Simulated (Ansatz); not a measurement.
# BH3O2Si: the cost of one run

All numbers are computed with Ansatz 0.2.0, driven from Python. Level of theory: PBE0/def2-SVP.

### Step 1. The structure

Bond lengths: O1–Si2 1.668 Å, Si2–B3 1.977 Å, Si2–O4 1.651 Å, B3–O4 1.378 Å, O1–H5 1.024 Å, Si2–H6 1.481 Å, B3–H7 1.240 Å. Angles: O1–Si2–B3 112.1°, O1–Si2–O4 110.3°, O1–Si2–H6 118.9°, B3–Si2–O4 43.5°, B3–Si2–H6 128.6°, O4–Si2–H6 108.4°, Si2–O1–H5 106.3°, Si2–B3–O4 55.5°, Si2–B3–H7 134.3°, O4–B3–H7 145.6°, Si2–O4–B3 80.9°.

bh3o2si.xyz, read by the script:

```xyz
7

O    -0.96850    0.79330   -1.21690
Si   -0.00660    0.52230    0.11890
B     1.03640   -1.14940   -0.04360
O    -0.16160   -1.04010    0.62900
H    -1.93280    0.82370   -0.87470
H    -0.14580    1.41430    1.29290
H     2.24000   -1.43210    0.04870
```

### Step 2. The script

The input, run_scan.py:

```python
"""Stretching a bond of BH3O2Si, the rest held rigid."""

import logging
import sys
import warnings

import ansatz as az
import matplotlib.pyplot as plt
import numpy as np

logging.basicConfig(stream=sys.stdout, format="[%(levelname)s] %(message)s")
log = logging.getLogger("calc")
log.setLevel(logging.INFO)

warnings.simplefilter("ignore", az.DeckWarning)

bh3o2si = az.Crystal.molecule_from_extxyz("bh3o2si.xyz")

symbols = [site.symbol for site in bh3o2si.cartesian_sites]
start = np.array([site.position_ang for site in bh3o2si.cartesian_sites])
axis = (start[5] - start[1]) / np.linalg.norm(start[5] - start[1])
moving = [5]
lengths, energies = [1.303, 1.363, 1.422, 1.481, 1.54, 1.599, 1.659, 1.748], []
for length in lengths:
    xyz = start.copy()
    xyz[moving] += (length - np.linalg.norm(start[5] - start[1])) * axis
    point = az.Crystal.molecule()
    for symbol, place in zip(symbols, xyz):
        point = point.atom(symbol, place.tolist())
    setup = (
        point.calculation()
        .basis(gaussian="def2-SVP")  # atom-centred Gaussian functions
        .functional("PBE0")
    )
    rep = setup.run().report
    energies.append(rep["free_energy_ev"])
    log.info(f"r = {length:6.3f} A  E = {energies[-1]:.5f} eV  <S^2> = {abs(rep['mean_field']['state']['spin_squared']):.3f}")

# quartic fit about the minimum
fit = np.polynomial.Polynomial.fit(lengths, np.array(energies) - min(energies), 4).convert()
roots = [r.real for r in fit.deriv().roots() if abs(r.imag) < 1e-9 and fit.deriv(2)(r.real) > 0]
r_e = min(roots, key=lambda r: abs(r - lengths[int(np.argmin(energies))]))
log.info(f"minimum of the fit at {r_e:.4f} A, force constant {fit.deriv(2)(r_e):.2f} eV/A^2")
plt.figure(figsize=(4.5, 3))
plt.plot(lengths, np.array(energies) - min(energies), "o-")
plt.xlabel("bond length (A)")
plt.ylabel("E - E(min) (eV)")
plt.tight_layout()
plt.savefig("scan.png", dpi=100)
```

### Step 3. What the engine is handed

The package turns the script's settings into the engine's input (first run):

```yaml
crystal:
  periodic: [false, false, false]
  atoms:
    - { symbol: O, position_ang: [-0.9685, 0.7933, -1.2169] }
    - { symbol: Si, position_ang: [-0.0066, 0.5223, 0.1189] }
    - { symbol: B, position_ang: [1.0364, -1.1494, -0.0436] }
    - { symbol: O, position_ang: [-0.1616, -1.0401, 0.629] }
    - { symbol: H, position_ang: [-1.9328, 0.8237, -0.8747] }
    - { symbol: H, position_ang: [-0.12907092112003687, 1.307099293384144, 1.1518084870324947] }
    - { symbol: H, position_ang: [2.24, -1.4321, 0.0487] }
basis:
  gaussian:
    orbitals: def2-SVP
hamiltonian:
  xc: pbe0
```

### Step 4. Running it

The run is started by

```sh
> python run_scan.py
```

**Question.** How long does this script take on 1 thread of Arm Neoverse V1, shared host, and how much memory does it need?

About 16 s, with a peak of 0.24 GiB.
